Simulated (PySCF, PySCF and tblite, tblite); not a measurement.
# C₄H₈O₃: conformers and averaged spectra, part 2 of 3

PySCF and tblite. Atoms count from 0. The steps go on from the part before.

## (6) Couplings, conformer 1: B3LYP/6-31G*+pcJ-1

The job: settings as JSON, then the geometry in Å.

```
{"job": {"xc": "B3LYP", "basis": {"default": "6-31G*", "H": "pcJ-1"}, "nuclei": ["H", "F", "P", "Si", "B"], "kind": "j"}, "charge": 0, "multiplicity": 1}
C      2.240226     0.289337    -0.104375
O      1.061148     0.039840     0.635402
C      0.052265    -0.569678    -0.105418
C     -1.137311    -0.847014     0.842785
O     -2.214791    -0.141600     0.268684
C     -1.631513     0.850311    -0.521901
O     -0.490780     0.268815    -1.096516
H      2.036163     0.944509    -0.955339
H      2.671963    -0.649582    -0.468700
H      2.930678     0.773127     0.582301
H      0.437869    -1.464952    -0.618240
H     -1.404998    -1.900782     0.905359
H     -0.883771    -0.454907     1.834992
H     -1.347409     1.726348     0.091595
H     -2.324153     1.144217    -1.312541
```

Log:

```text
coarse grid: 12568 points
cycle   1  E = -382.7834351982  dE =  1.126e+00  |g| = 9.215e-01  |ddm| = 3.413e+00
cycle   2  E = -382.5947144081  dE =  1.887e-01  |g| = 1.372e+00  |ddm| = 1.668e+00
cycle   3  E = -382.9384219168  dE = -3.437e-01  |g| = 7.491e-02  |ddm| = 1.059e+00
cycle   4  E = -382.9393594024  dE = -9.375e-04  |g| = 3.669e-02  |ddm| = 7.707e-02
cycle   5  E = -382.9396170049  dE = -2.576e-04  |g| = 1.267e-02  |ddm| = 3.374e-02
cycle   6  E = -382.9396426626  dE = -2.566e-05  |g| = 4.258e-03  |ddm| = 1.135e-02
cycle   7  E = -382.9396464661  dE = -3.803e-06  |g| = 3.806e-04  |ddm| = 3.610e-03
final grid: 121432 points
cycle   8  E = -382.8817032947  dE = -3.281e-05  |g| = 6.732e-03  |ddm| = 2.007e-02
cycle   9  E = -382.8816975597  dE =  5.735e-06  |g| = 8.702e-03  |ddm| = 1.095e-02
cycle  10  E = -382.8817136426  dE = -1.608e-05  |g| = 9.447e-04  |ddm| = 5.981e-03
cycle  11  E = -382.8817138176  dE = -1.750e-07  |g| = 1.524e-04  |ddm| = 8.709e-04
cycle  12  E = -382.8817138219  dE = -4.304e-09  |g| = 3.985e-05  |ddm| = 1.265e-04
cycle  13  E = -382.8817138221  dE = -1.972e-10  |g| = 2.471e-05  |ddm| = 4.498e-05
converged SCF energy = -382.8817138221

Indirect spin-spin couplings (Hz)
  i      j    bonds     total        FC       PSO       DSO        SD
  7 H    8 H    2     -9.288    -8.788     1.835    -2.335         -
  7 H    9 H    2    -11.504   -10.896     1.962    -2.570         -
  7 H   10 H    4      0.546     0.633     0.207    -0.294         -
  7 H   11 H    5     -0.479    -0.048     0.970    -1.401         -
  7 H   12 H    5     -0.439    -0.061     0.836    -1.214         -
  7 H   14 H    6     -0.169     0.028     0.397    -0.594         -
  8 H    9 H    2    -11.882   -11.248     1.980    -2.614         -
  8 H   10 H    4      0.754     0.151    -1.275     1.879         -
  8 H   12 H    5     -0.365    -0.036     0.741    -1.069         -
  8 H   13 H    6     -0.337     0.023     0.783    -1.144         -
  8 H   14 H    6     -0.385    -0.005     0.849    -1.228         -
  9 H   10 H    4     -0.921    -0.342     1.211    -1.790         -
  9 H   11 H    5     -0.458    -0.075     0.878    -1.261         -
  9 H   12 H    5     -0.309    -0.111     0.458    -0.656         -
  9 H   14 H    6     -0.396    -0.015     0.824    -1.205         -
 10 H   11 H    3      5.807     5.512    -0.355     0.650         -
 10 H   12 H    3      2.794     3.409     1.320    -1.935         -
 10 H   13 H    4     -1.151    -0.381     1.587    -2.356         -
 10 H   14 H    4     -1.029    -0.422     1.314    -1.920         -
 11 H   12 H    2     -8.758    -8.371     1.655    -2.042         -
 11 H   13 H    4     -1.208    -0.453     1.577    -2.332         -
 11 H   14 H    4     -1.104    -0.449     1.397    -2.052         -
 12 H   13 H    4      0.826     0.683    -0.386     0.529         -
 12 H   14 H    4     -1.362    -0.613     1.527    -2.275         -
 13 H   14 H    2     -0.938    -0.564     1.621    -1.994         -
```

Run time: 18 s. Hardware: 1 thread of Arm Neoverse V1, shared host; peak memory 0.84 GiB.

Key values: HOMO -7.14 eV, LUMO 1.43 eV; dipole 1.25 D.

## (7) Couplings, conformer 2: B3LYP/6-31G*+pcJ-1

The job: settings as JSON, then the geometry in Å.

```
{"job": {"xc": "B3LYP", "basis": {"default": "6-31G*", "H": "pcJ-1"}, "nuclei": ["H", "F", "P", "Si", "B"], "kind": "j"}, "charge": 0, "multiplicity": 1}
C     -1.708221     0.960673     0.096582
O     -1.202376     0.250657     1.216327
C      0.082983    -0.257254     1.078774
C      0.234333    -1.352417    -0.005360
O      0.760763    -0.648465    -1.107056
C      1.581723     0.328347    -0.549437
O      1.015102     0.723024     0.678703
H     -2.710309     1.272907     0.380460
H     -1.755688     0.330114    -0.795792
H     -1.093311     1.839682    -0.112883
H      0.337527    -0.626264     2.080041
H      0.933582    -2.127137     0.334772
H     -0.716046    -1.801152    -0.287984
H      1.637393     1.183521    -1.230091
H      2.598130    -0.068247    -0.360563
```

Log:

```text
coarse grid: 12568 points
cycle   1  E = -382.7781522234  dE =  1.121e+00  |g| = 9.261e-01  |ddm| = 3.412e+00
cycle   2  E = -382.5811841519  dE =  1.970e-01  |g| = 1.391e+00  |ddm| = 1.714e+00
cycle   3  E = -382.9343730086  dE = -3.532e-01  |g| = 8.112e-02  |ddm| = 1.103e+00
cycle   4  E = -382.9355107694  dE = -1.138e-03  |g| = 3.813e-02  |ddm| = 8.289e-02
cycle   5  E = -382.9357905087  dE = -2.797e-04  |g| = 1.315e-02  |ddm| = 3.499e-02
cycle   6  E = -382.9358184315  dE = -2.792e-05  |g| = 4.346e-03  |ddm| = 1.172e-02
cycle   7  E = -382.9358223078  dE = -3.876e-06  |g| = 4.139e-04  |ddm| = 3.753e-03
final grid: 121432 points
cycle   8  E = -382.8779710062  dE = -3.984e-05  |g| = 7.042e-03  |ddm| = 2.272e-02
cycle   9  E = -382.8779642529  dE =  6.753e-06  |g| = 9.199e-03  |ddm| = 1.183e-02
cycle  10  E = -382.8779824592  dE = -1.821e-05  |g| = 9.854e-04  |ddm| = 6.513e-03
cycle  11  E = -382.8779826447  dE = -1.855e-07  |g| = 2.044e-04  |ddm| = 9.654e-04
cycle  12  E = -382.8779826526  dE = -7.931e-09  |g| = 3.887e-05  |ddm| = 1.884e-04
cycle  13  E = -382.8779826529  dE = -2.515e-10  |g| = 1.801e-05  |ddm| = 4.303e-05
converged SCF energy = -382.8779826529

Indirect spin-spin couplings (Hz)
  i      j    bonds     total        FC       PSO       DSO        SD
  7 H    8 H    2    -11.705   -11.156     1.835    -2.384         -
  7 H    9 H    2    -12.110   -11.564     1.857    -2.403         -
  7 H   10 H    4     -0.840    -0.255     1.385    -1.970         -
  7 H   11 H    5     -0.466     0.045     1.119    -1.630         -
  7 H   13 H    6     -0.324    -0.018     0.641    -0.948         -
  7 H   14 H    6     -0.526    -0.026     1.108    -1.607         -
  8 H    9 H    2     -9.109    -8.706     1.597    -2.000         -
  8 H   10 H    4     -1.478    -0.799     1.355    -2.035         -
  8 H   11 H    5     -0.546    -0.150     0.826    -1.222         -
  8 H   12 H    5      0.498    -0.246    -1.702     2.446         -
  8 H   14 H    6     -0.467    -0.026     0.948    -1.389         -
  9 H   10 H    4     -1.380    -0.743     1.233    -1.869         -
  9 H   11 H    5     -0.579    -0.051     1.157    -1.685         -
  9 H   12 H    5     -0.376    -0.072     0.644    -0.948         -
  9 H   13 H    6      0.410     0.022    -0.957     1.345         -
  9 H   14 H    6     -0.377     0.006     0.823    -1.206         -
 10 H   11 H    3      5.474     5.122    -0.402     0.755         -
 10 H   12 H    3      0.345     0.737     0.941    -1.332         -
 10 H   13 H    4     -0.820    -0.062     1.613    -2.372         -
 10 H   14 H    4     -0.248     0.001     0.512    -0.761         -
 11 H   12 H    2     -9.401    -9.030     1.616    -1.987         -
 11 H   13 H    4     -1.393    -0.628     1.532    -2.297         -
 11 H   14 H    4      0.963     0.775    -0.493     0.680         -
 12 H   13 H    4     -1.074    -0.410     1.429    -2.092         -
 12 H   14 H    4     -1.161    -0.437     1.491    -2.216         -
 13 H   14 H    2     -1.010    -0.650     1.594    -1.954         -
```

Wall time 18 s (1 thread of Arm Neoverse V1, shared host); peak memory 0.84 GiB.

This run: HOMO -6.89 eV, LUMO 1.29 eV; dipole 0.94 D.

## (8) Couplings, conformer 3: B3LYP/6-31G*+pcJ-1

The job: settings as JSON, then the geometry in Å.

```
{"job": {"xc": "B3LYP", "basis": {"default": "6-31G*", "H": "pcJ-1"}, "nuclei": ["H", "F", "P", "Si", "B"], "kind": "j"}, "charge": 0, "multiplicity": 1}
C     -1.771250     0.306876     0.752297
O     -1.362586    -0.802641    -0.027017
C     -0.003421    -0.901521    -0.315648
C      0.508063     0.121024    -1.367914
O      1.702090     0.624909    -0.814555
C      1.565215     0.488050     0.566210
O      0.839527    -0.693286     0.792784
H     -1.267802     0.306378     1.722995
H     -2.841243     0.176862     0.896330
H     -1.587708     1.259170     0.243581
H      0.121816    -1.937251    -0.655392
H      0.738026    -0.338515    -2.327583
H     -0.234541     0.916933    -1.508438
H      1.034865     1.359079     0.999464
H      2.554536     0.392857     1.020974
```

Log:

```text
coarse grid: 12568 points
cycle   1  E = -382.7735906022  dE =  1.119e+00  |g| = 9.293e-01  |ddm| = 3.422e+00
cycle   2  E = -382.5826868520  dE =  1.909e-01  |g| = 1.382e+00  |ddm| = 1.692e+00
cycle   3  E = -382.9307647517  dE = -3.481e-01  |g| = 7.763e-02  |ddm| = 1.076e+00
cycle   4  E = -382.9318531628  dE = -1.088e-03  |g| = 3.368e-02  |ddm| = 7.880e-02
cycle   5  E = -382.9320950223  dE = -2.419e-04  |g| = 1.071e-02  |ddm| = 3.184e-02
cycle   6  E = -382.9321134013  dE = -1.838e-05  |g| = 4.106e-03  |ddm| = 9.427e-03
cycle   7  E = -382.9321166650  dE = -3.264e-06  |g| = 4.401e-04  |ddm| = 3.359e-03
final grid: 121432 points
cycle   8  E = -382.8751582324  dE = -3.660e-05  |g| = 7.275e-03  |ddm| = 2.169e-02
cycle   9  E = -382.8751505810  dE =  7.651e-06  |g| = 9.656e-03  |ddm| = 1.204e-02
cycle  10  E = -382.8751703064  dE = -1.973e-05  |g| = 9.999e-04  |ddm| = 6.688e-03
cycle  11  E = -382.8751705046  dE = -1.982e-07  |g| = 1.839e-04  |ddm| = 9.859e-04
cycle  12  E = -382.8751705109  dE = -6.290e-09  |g| = 4.337e-05  |ddm| = 1.683e-04
cycle  13  E = -382.8751705112  dE = -2.866e-10  |g| = 2.393e-05  |ddm| = 5.028e-05
converged SCF energy = -382.8751705112

Indirect spin-spin couplings (Hz)
  i      j    bonds     total        FC       PSO       DSO        SD
  7 H    8 H    2    -12.608   -12.052     1.869    -2.424         -
  7 H    9 H    2     -8.005    -7.565     1.683    -2.123         -
  7 H   10 H    4     -1.184    -0.598     1.136    -1.722         -
  7 H   11 H    5     -0.549    -0.034     1.121    -1.636         -
  7 H   12 H    5     -0.265    -0.117     0.304    -0.452         -
  7 H   13 H    6      0.591    -0.040    -1.458     2.089         -
  8 H    9 H    2    -12.397   -11.847     1.854    -2.404         -
  8 H   10 H    4     -0.941    -0.371     1.353    -1.924         -
  8 H   11 H    5     -0.498    -0.072     0.938    -1.364         -
  8 H   12 H    5     -0.315    -0.126     0.372    -0.561         -
  8 H   14 H    6     -0.176     0.271     0.983    -1.430         -
  9 H   10 H    4     -1.463    -0.768     1.391    -2.086         -
  9 H   11 H    5     -0.263     0.003     0.584    -0.850         -
  9 H   12 H    5      0.424    -0.540    -2.260     3.223         -
  9 H   13 H    6      0.711     0.118    -1.383     1.975         -
  9 H   14 H    6     -0.290     0.049     0.710    -1.049         -
 10 H   11 H    3      6.818     6.478    -0.382     0.723         -
 10 H   12 H    3      4.698     5.370     1.400    -2.072         -
 10 H   13 H    4     -0.663     0.113     1.614    -2.390         -
 10 H   14 H    4     -1.175    -0.639     1.145    -1.681         -
 11 H   12 H    2     -9.723    -9.393     1.578    -1.908         -
 11 H   13 H    4     -1.334    -0.589     1.543    -2.288         -
 11 H   14 H    4     -1.213    -0.562     1.384    -2.036         -
 12 H   13 H    4      0.597     0.462    -0.412     0.547         -
 12 H   14 H    4     -1.302    -0.551     1.513    -2.263         -
 13 H   14 H    2     -1.051    -0.712     1.552    -1.891         -
```

It took 19 s on 1 thread of Arm Neoverse V1, shared host; peak memory 0.84 GiB.

This run: HOMO -7.09 eV, LUMO 1.20 eV; dipole 1.15 D.

## (9) Boltzmann average: properties at B3LYP/pcSseg-1 in benzene

The job: settings as JSON, then the geometry in Å.

```
{"job": {"study": "conf", "smiles": "CO[C@H]1COCO1", "search": {"seed": 6791, "n_embed": 90, "ff_keep": 18, "window": 3.0, "nmax": 10, "temps": [180, 230, 298.15, 330, 400], "t_ref": 298.15, "order": 0.001}, "level": {"nmr": {"xc": "B3LYP", "basis": "pcSseg-1", "solvent": "benzene"}, "j": {"xc": "B3LYP", "basis": {"default": "6-31G*", "H": "pcJ-1"}, "nuclei": ["H", "F", "P", "Si", "B"]}}, "kind": "conf"}, "charge": 0, "multiplicity": 1}
C      2.240226     0.289337    -0.104375
O      1.061148     0.039840     0.635402
C      0.052265    -0.569678    -0.105418
C     -1.137311    -0.847014     0.842785
O     -2.214791    -0.141600     0.268684
C     -1.631513     0.850311    -0.521901
O     -0.490780     0.268815    -1.096516
H      2.036163     0.944509    -0.955339
H      2.671963    -0.649582    -0.468700
H      2.930678     0.773127     0.582301
H      0.437869    -1.464952    -0.618240
H     -1.404998    -1.900782     0.905359
H     -0.883771    -0.454907     1.834992
H     -1.347409     1.726348     0.091595
H     -2.324153     1.144217    -1.312541
```

Log:

```text
conformer  sym    E(xTB)   E(DFT)   G(298.15 K)  weight  dipole/D
    1     C1      0.000    0.000    0.000   0.9360    1.504
    2     C1      2.016    1.652    1.619   0.0609    1.161
    3     C1      2.574    3.253    3.382   0.0031    1.456

mean shielding (ppm) by class
class atoms           180 K      230 K   298.15 K      330 K      400 K
  0 C  0            123.247    123.381    123.645    123.787    124.114
  1 O  1            259.874    260.007    260.282    260.437    260.811
  2 C  2             73.371     73.414     73.498     73.543     73.643
  3 C  3            104.616    104.652    104.731    104.777    104.893
  4 O  4            253.982    253.958     253.91    253.884    253.824
  5 C  5             81.721     81.657     81.531     81.465     81.314
  6 O  6            208.934    209.253    209.869    210.194    210.923
  7 H  7,8,9         28.129     28.134     28.142     28.146     28.156
  8 H  10            26.518      26.51     26.495     26.486     26.467
  9 H  11             27.42      27.43     27.449     27.459     27.481
 10 H  12            28.055     28.044     28.025     28.014     27.991
 11 H  13            26.652     26.641      26.62     26.608     26.584
 12 H  14            26.359     26.362     26.368     26.371     26.377
```

Wall time 1.8 min (1 thread of Arm Neoverse V1, shared host). This counts the runs that the step sums up.

The search (ETKDG and KDG, MMFF94s, GFN2-xTB) embedded 90 structures, kept 6 distinct ones after the force field and 4 after xTB; 3 were carried on (window 3.0 kcal/mol at the search's own energies). Energies: B3LYP/pcSseg-1 in benzene with D3(BJ).

The conformers at 298 K:

```csv
no.,group,mirror pair,ΔE xTB,ΔE DFT,ΔG,weight (%),μ (D),C0–O1–C2–O6 (°),"A, B, C (GHz)"
1,C1,no,0.00,0.00,0.00,93.6,1.50,-68,"6.13, 2.03, 1.72"
2,C1,no,2.02,1.65,1.62,6.1,1.16,53,"4.61, 2.37, 2.25"
3,C1,no,2.57,3.25,3.38,0.3,1.46,46,"4.99, 2.24, 2.03"
```

Energies in kcal/mol. ΔG holds xTB vibrations and rotation, symmetry numbers and mirror pairs.

Weights (%) by temperature:

```csv
no.,180 K,230 K,298 K,330 K,400 K
1,98.9,97.1,93.6,91.7,87.4
2,1.1,2.8,6.1,7.8,11.4
3,0.0,0.1,0.3,0.5,1.2
```

Other ways of weighting, at the same temperature:

```csv
scheme,1,2,3,mean μ (D)
DFT free energy,94,6,0,1.48
"DFT energy, symmetry counted",94,6,0,1.48
DFT energy alone,94,6,0,1.48
"xTB energy, symmetry counted",96,3,1,1.49
xTB free energy,96,3,1,1.49
lowest conformer only,100,0,0,1.50
equal weights,33,33,33,1.37
conformers found from three starts alone,100,0,0,1.50
```

Shifts against references run at the same level (13C TMS 182.3, 1H TMS 31.82 ppm of shielding), by class of atoms, at 298 K:

```csv
atoms,environment,no. 1,no. 2,no. 3,average
C2,sp3 carbon bearing two oxygens,109.0,106.6,106.9,108.8
C5,sp3 carbon bearing two oxygens,100.6,104.2,103.7,100.8
C3,sp3 CH2 bonded to O,77.7,75.8,70.8,77.6
C0,methyl carbon bonded to O,59.1,51.7,50.3,58.7
H14,hydrogen on an sp3 carbon bearing two oxygens,5.46,5.27,5.56,5.45
H10,hydrogen on an sp3 carbon bearing two oxygens,5.30,5.72,5.89,5.32
H13,hydrogen on an sp3 carbon bearing two oxygens,5.16,5.81,5.28,5.20
H11,hydrogen on an sp3 CH2 bonded to O,4.40,3.84,4.18,4.37
H12,hydrogen on an sp3 CH2 bonded to O,3.76,4.34,4.05,3.79
"H7, H8, H9",hydrogen on a methyl carbon bonded to O,3.69,3.46,3.54,3.68
O6,ether oxygen,208.7 (σ),226.7 (σ),220.7 (σ),209.9 (σ)
O4,ether oxygen,254.0 (σ),252.7 (σ),252.2 (σ),253.9 (σ)
O1,ether oxygen,259.8 (σ),266.9 (σ),276.9 (σ),260.3 (σ)
```

Couplings (Hz, B3LYP/6-31G*+pcJ-1; one pair named for each class), from conformers that hold 100 % of the weight:

```csv
pair,bonds,no. 1,no. 2,no. 3,average
H7–H8,2,-10.9,-11.0,-11.0,-10.9
H11–H12,2,-8.8,-9.4,-9.7,-8.8
H13–H14,2,-0.9,-1.0,-1.1,-0.9
H10–H11,3,5.8,5.5,6.8,5.8
H10–H12,3,2.8,0.3,4.7,2.6
H12–H14,4,-1.4,-1.2,-1.3,-1.4
H11–H13,4,-1.2,-1.4,-1.3,-1.2
H10–H13,4,-1.1,-0.8,-0.7,-1.1
H10–H14,4,-1.0,-0.2,-1.2,-1.0
H11–H14,4,-1.1,1.0,-1.2,-1.0
H12–H13,4,0.8,-1.1,0.6,0.7
```

Effective distances for nuclear Overhauser effects, ⟨r⁻⁶⟩^(−1/6) over all pairs of two classes (Å): H11···H12 1.80; H13···H14 1.81; H10···H11 2.43; H7···H10 2.73; H12···H13 2.86; H10···H12 2.96; H11···H14 3.65; H11···H13 3.72.

## (10) Shieldings, conformer 1: OLYP/pcSseg-1

The job: settings as JSON, then the geometry in Å.

```
{"job": {"xc": "OLYP", "basis": "pcSseg-1", "kind": "nmr", "pop": false}, "charge": 0, "multiplicity": 1}
C      2.209732     0.335200    -0.103732
O      1.074839    -0.042707     0.655806
C      0.044911    -0.643861    -0.086865
C     -1.148338    -0.865890     0.872919
O     -2.145202     0.021974     0.413120
C     -1.574173     0.877339    -0.546980
O     -0.465287     0.198323    -1.087950
H      1.937004     1.055129    -0.884065
H      2.680451    -0.540270    -0.571448
H      2.913755     0.798790     0.588830
H      0.409525    -1.565994    -0.573988
H     -1.528375    -1.893175     0.827855
H     -0.850843    -0.626184     1.902081
H     -1.259334     1.831928    -0.081562
H     -2.303081     1.067388    -1.345932
```

Log:

```text
coarse grid: 12568 points
cycle   1  E = -382.4492255433  dE =  9.230e-01  |g| = 9.512e-01  |ddm| = 3.347e+00
cycle   2  E = -382.0561817183  dE =  3.930e-01  |g| = 1.726e+00  |ddm| = 2.419e+00
cycle   3  E = -382.6087167892  dE = -5.525e-01  |g| = 1.445e-01  |ddm| = 1.778e+00
cycle   4  E = -382.6116546648  dE = -2.938e-03  |g| = 8.535e-02  |ddm| = 1.464e-01
cycle   5  E = -382.6128939248  dE = -1.239e-03  |g| = 2.499e-02  |ddm| = 6.873e-02
cycle   6  E = -382.6129915938  dE = -9.767e-05  |g| = 9.057e-03  |ddm| = 2.447e-02
cycle   7  E = -382.6130102729  dE = -1.868e-05  |g| = 8.385e-04  |ddm| = 7.834e-03
cycle   8  E = -382.6130104028  dE = -1.299e-07  |g| = 3.438e-04  |ddm| = 9.448e-04
final grid: 121432 points
cycle   9  E = -382.7024434415  dE =  1.510e-05  |g| = 3.390e-02  |ddm| = 4.569e-02
cycle  10  E = -382.7019582311  dE =  4.852e-04  |g| = 6.269e-02  |ddm| = 5.421e-02
cycle  11  E = -382.7026380556  dE = -6.798e-04  |g| = 2.305e-03  |ddm| = 3.754e-02
cycle  12  E = -382.7026392075  dE = -1.152e-06  |g| = 6.925e-04  |ddm| = 2.560e-03
cycle  13  E = -382.7026392789  dE = -7.142e-08  |g| = 3.316e-04  |ddm| = 6.692e-04
cycle  14  E = -382.7026392991  dE = -2.017e-08  |g| = 4.537e-05  |ddm| = 2.520e-04
cycle  15  E = -382.7026392994  dE = -3.699e-10  |g| = 1.576e-05  |ddm| = 4.116e-05
converged SCF energy = -382.7026392994

GIAO shielding tensors (ppm)
atom      isotropic    diamagn.    paramagn.     s11        s22        s33       span
  0 C      126.762     243.553    -116.791     94.745    105.831    179.710     84.965
  1 O      244.345     398.457    -154.112    193.042    241.591    298.402    105.360
  2 C       74.370     246.027    -171.657     42.718     77.083    103.309     60.591
  3 C      105.276     247.934    -142.658     74.571     95.854    145.403     70.832
  4 O      251.388     394.775    -143.387    141.973    244.181    368.010    226.038
  5 C       79.407     243.196    -163.789     39.338     82.009    116.873     77.535
  6 O      203.586     398.380    -194.793    135.493    201.823    273.443    137.949
  7 H       27.631      30.065      -2.434     23.105     26.425     33.362     10.257
  8 H       28.483      28.844      -0.361     24.856     26.043     34.550      9.694
  9 H       28.032      28.706      -0.673     24.336     25.928     33.833      9.497
 10 H       26.027      31.107      -5.080     22.338     25.442     30.302      7.963
 11 H       27.233      28.986      -1.753     23.321     26.137     32.240      8.919
 12 H       27.523      30.289      -2.767     23.821     27.018     31.730      7.909
 13 H       25.972      30.010      -4.039     21.612     25.281     31.022      9.410
 14 H       25.910      27.899      -1.989     21.822     24.876     31.031      9.209
```

Run time: 25 s. Hardware: 1 thread of Arm Neoverse V1, shared host; peak memory 0.68 GiB.

Key values: HOMO -5.70 eV, LUMO 0.62 eV; dipole 1.20 D.

(Part 2 of 3 ends here.)
